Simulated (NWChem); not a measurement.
# SiCNF2 (SMILES N#C[Si](F)F) at 4 levels

We compute a comparison of 4 runs (UHF/STO-3G, UHF/3-21G, UB3LYP/6-31G*) of SiCNF2. 

Program for the calculation: NWChem 7.3.0.

### 1 The structure to begin with

The species is SiCNF2 (5 atoms), meant as a doublet with charge 0. SMILES: `N#C[Si](F)F`. The coordinates come from a PBE0-D4/def2-TZVP relaxation.

Bond lengths: N1–C2 1.152 Å, C2–Si3 1.842 Å, Si3–F4 1.580 Å, Si3–F5 1.580 Å. Angles: N1–C2–Si3 172.4°, C2–Si3–F4 107.6°, C2–Si3–F5 107.6°, F4–Si3–F5 108.8°.

### 2 Energy and gradient at UHF/STO-3G (run 1)

Input file cf2nsi.nw:

```
start cf2nsi
memory stack 880 mb heap 220 mb global 1100 mb
geometry units angstroms noautosym nocenter noautoz
  N      1.426100    -1.103800     1.364300
  C      0.743000    -0.566400     0.607500
  Si    -0.192800     0.214100    -0.773500
  F     -1.655600    -0.382400    -0.757500
  F     -0.270900     1.764900    -0.482300
end
basis spherical bse
  * library STO-3G
end
scf
  doublet
  uhf
  thresh 1e-08
  maxiter 80
  print medium
end
task scf gradient
```

On the command line:

```
nwchem cf2nsi.nw > cf2nsi.out
```

Output:

```text
[...]
  functions       =    29
[...]
  wavefunction    = UHF
[...]
         Total SCF energy =   -572.815176418050
      One electron energy =  -1198.099484959261
      Two electron energy =    425.258191041523
 Nuclear repulsion energy =    200.026117499688
                       Sz =      0.5000
                 Sz(Sz+1) =      0.7500
                      S^2 =      0.8239
[...]
                         UHF ENERGY GRADIENTS
    atom               coordinates                        gradient
                 x          y          z           x          y          z
   1 N       2.694938  -2.085880   2.578153   -0.017887   0.014286  -0.021454
   2 C       1.404066  -1.070341   1.148009    0.020795  -0.016448   0.023653
   3 Si     -0.364339   0.404590  -1.461703   -0.033299   0.020466   0.007853
   4 F      -3.128630  -0.722631  -1.431467    0.024913   0.005911  -0.003094
   5 F      -0.511927   3.335177  -0.911415    0.005479  -0.024215  -0.006958
[...]
```

It took 5.7 s on 1 thread of Intel Xeon 6975P-C (Granite Rapids), shared host; peak memory 0.094 GiB.

### 3 Energy and forces at UHF/3-21G (run 2)

Input file job.nw:

```
start job
title "CF2NSi hf"
memory 2200 mb

geometry units angstrom noautosym nocenter noautoz
  N        1.426100      -1.103800       1.364300
  C        0.743000      -0.566400       0.607500
  Si      -0.192800       0.214100      -0.773500
  F       -1.655600      -0.382400      -0.757500
  F       -0.270900       1.764900      -0.482300
end

basis spherical bse
  N library 3-21G
  C library 3-21G
  Si library 3-21G
  F library 3-21G
end

scf
  doublet
  uhf
  thresh 1e-08
  maxiter 80
end

task scf gradient
```

On the command line:

```
nwchem job.nw > job.out
```

Output:

```text
[...]
  functions       =    49
[...]
  wavefunction    = UHF
[...]
         Total SCF energy =   -577.084595945850
      One electron energy =  -1197.812882559511
      Two electron energy =    420.702169113973
 Nuclear repulsion energy =    200.026117499688
                       Sz =      0.5000
                 Sz(Sz+1) =      0.7500
                      S^2 =      0.7736
[...]
                         UHF ENERGY GRADIENTS
    atom               coordinates                        gradient
                 x          y          z           x          y          z
   1 N       2.694938  -2.085880   2.578153    0.015346  -0.011570   0.013115
   2 C       1.404066  -1.070341   1.148009   -0.020903   0.015550  -0.016246
   3 Si     -0.364339   0.404590  -1.461703   -0.029522   0.018085   0.007412
   4 F      -3.128630  -0.722631  -1.431467    0.030225   0.008632   0.000381
   5 F      -0.511927   3.335177  -0.911415    0.004855  -0.030697  -0.004662
[...]
```

Run time: 6.3 s. Hardware: 1 thread of Intel Xeon 6975P-C (Granite Rapids), shared host; peak memory 0.099 GiB.

### 4 Energy and gradient at UB3LYP/6-31G(d) (spherical functions) (run 3)

Input file cf2nsi.nw:

```
start cf2nsi
title "CF2NSi"
memory total 2200 mb

geometry noautosym nocenter noautoz
  N        1.426100      -1.103800       1.364300
  C        0.743000      -0.566400       0.607500
  Si      -0.192800       0.214100      -0.773500
  F       -1.655600      -0.382400      -0.757500
  F       -0.270900       1.764900      -0.482300
end

basis spherical bse
  * library 6-31G*
end

dft
  xc b3lyp
  mult 2
  grid xfine
  convergence energy 1e-08
  maxiter 100
  mulliken
end

task dft gradient
```

On the command line:

```
nwchem cf2nsi.nw > cf2nsi.out
```

Output:

```text
[...]
          Wavefunction type:  spin polarized.
          No. of atoms     :     5
          No. of electrons :    45
[...]
          Charge           :     0
          Spin multiplicity:     2
[...]
          AO basis - number of functions:    74
[...]
              XC Information
              --------------
                         B3LYP Method XC Potential
                     Hartree-Fock (Exact) Exchange  0.200
                        Slater Exchange Functional  0.800 local
                    Becke 1988 Exchange Functional  0.720 non-local
              Lee-Yang-Parr Correlation Functional  0.810
                  VWN I RPA Correlation Functional  0.190 local
[...]
 d= 0,ls=0.0,diis     1   -581.9315608702 -7.82D+02  1.25D-02  2.82D-01     1.8
[...]
 d= 0,ls=0.0,diis     8   -582.0736490586 -3.40D-09  4.52D-06  4.16D-07    13.6
[...]
         Total DFT energy =     -582.073649058569
      One electron energy =    -1202.447172611897
           Coulomb energy =      474.616562574974
    Exchange-Corr. energy =      -54.269156521335
 Nuclear repulsion energy =      200.026117499688
[...]
      <S2> =      0.7514 (Exact =     0.7500)
[...]
  wavefunction    = open shell
                         DFT ENERGY GRADIENTS
    atom               coordinates                        gradient
                 x          y          z           x          y          z
   1 N       2.694938  -2.085880   2.578153   -0.016981   0.013382  -0.018976
   2 C       1.404066  -1.070341   1.148009    0.014910  -0.011672   0.016026
   3 Si     -0.364339   0.404590  -1.461703   -0.013468   0.007905   0.006063
   4 F      -3.128630  -0.722631  -1.431467    0.015098   0.006552  -0.000100
   5 F      -0.511927   3.335177  -0.911415    0.000441  -0.016167  -0.003013
[...]
```

It took 19 s on 1 thread of Intel Xeon 6975P-C (Granite Rapids), shared host; peak memory 0.13 GiB.

### 5 Energy and gradient at UB3LYP/6-31G(d) (Cartesian functions) (run 4)

Input file cf2nsi.nw:

```
start cf2nsi
title "CF2NSi gradient"
memory total 2200 mb

geometry units angstrom noautosym nocenter noautoz
N        1.426100      -1.103800       1.364300
C        0.743000      -0.566400       0.607500
Si      -0.192800       0.214100      -0.773500
F       -1.655600      -0.382400      -0.757500
F       -0.270900       1.764900      -0.482300
end

basis "ao basis"
* library 6-31G*
end

dft
xc b3lyp
mult 2
grid xfine
convergence energy 1e-08
iterations 100
mulliken
end

task dft gradient
```

On the command line:

```
nwchem cf2nsi.nw > cf2nsi.out
```

Output:

```text
[...]
          Wavefunction type:  spin polarized.
          No. of atoms     :     5
          No. of electrons :    45
[...]
          Charge           :     0
          Spin multiplicity:     2
[...]
          AO basis - number of functions:    79
[...]
              XC Information
              --------------
                         B3LYP Method XC Potential
                     Hartree-Fock (Exact) Exchange  0.200
                        Slater Exchange Functional  0.800 local
                    Becke 1988 Exchange Functional  0.720 non-local
              Lee-Yang-Parr Correlation Functional  0.810
                  VWN I RPA Correlation Functional  0.190 local
[...]
 d= 0,ls=0.0,diis     1   -581.9369440212 -7.82D+02  1.32D-02  3.10D-01     1.9
[...]
 d= 0,ls=0.0,diis    12   -582.0810423289 -2.78D-09  7.21D-07  3.43D-10    22.0
[...]
         Total DFT energy =     -582.081042328897
      One electron energy =    -1202.402908374391
           Coulomb energy =      474.527828571705
    Exchange-Corr. energy =      -54.232080025899
 Nuclear repulsion energy =      200.026117499688
[...]
      <S2> =      0.7514 (Exact =     0.7500)
[...]
  wavefunction    = open shell
                         DFT ENERGY GRADIENTS
    atom               coordinates                        gradient
                 x          y          z           x          y          z
   1 N       2.694938  -2.085880   2.578153   -0.017001   0.013391  -0.018940
   2 C       1.404066  -1.070341   1.148009    0.015019  -0.011758   0.016154
   3 Si     -0.364339   0.404590  -1.461703   -0.011909   0.006974   0.005481
   4 F      -3.128630  -0.722631  -1.431467    0.013804   0.006327   0.000016
   5 F      -0.511927   3.335177  -0.911415    0.000087  -0.014934  -0.002710
[...]
```

Wall time 27 s (1 thread of Intel Xeon 6975P-C (Granite Rapids), shared host); peak memory 0.13 GiB.

### 6 All runs side by side

```tsv
run	level	iteration cap	module	energy (Eh)	dipole moment (D)	HOMO energy (eV)	LUMO energy (eV)	wall time
1	UHF/STO-3G	80	scf	-572.815176	3.23	-7.83	4.19	5.7 s
2	UHF/3-21G	80	scf	-577.084596	2.75	-11.22	-0.22	6.3 s
3	UB3LYP/6-31G* (spherical functions)	100	dft	-582.073649	2.35	-7.44	-4.05	19 s
4	UB3LYP/6-31G* (Cartesian functions)	100	dft	-582.081042	2.35	-7.44	-4.05	27 s
```

### 7 What came out

```
                                 quantity          value
                      run 4: total energy  -582.08104 Eh
                     run 4: dipole moment         2.35 D
run 4: HOMO energy (highest over α and β)       -7.44 eV
 run 4: LUMO energy (lowest over α and β)       -4.05 eV
                              run 4: ⟨S²⟩          0.751
          run 4: largest force on an atom     1.479 eV/Å
```

In words: The dipole moment (its size) runs from 2.35 D (UB3LYP/6-31G*) to 3.23 D (UHF/STO-3G). The two ends differ in method and basis. In run 1 the basis is minimal, so the values are rough. All runs together took 58 s, the longest 27 s.
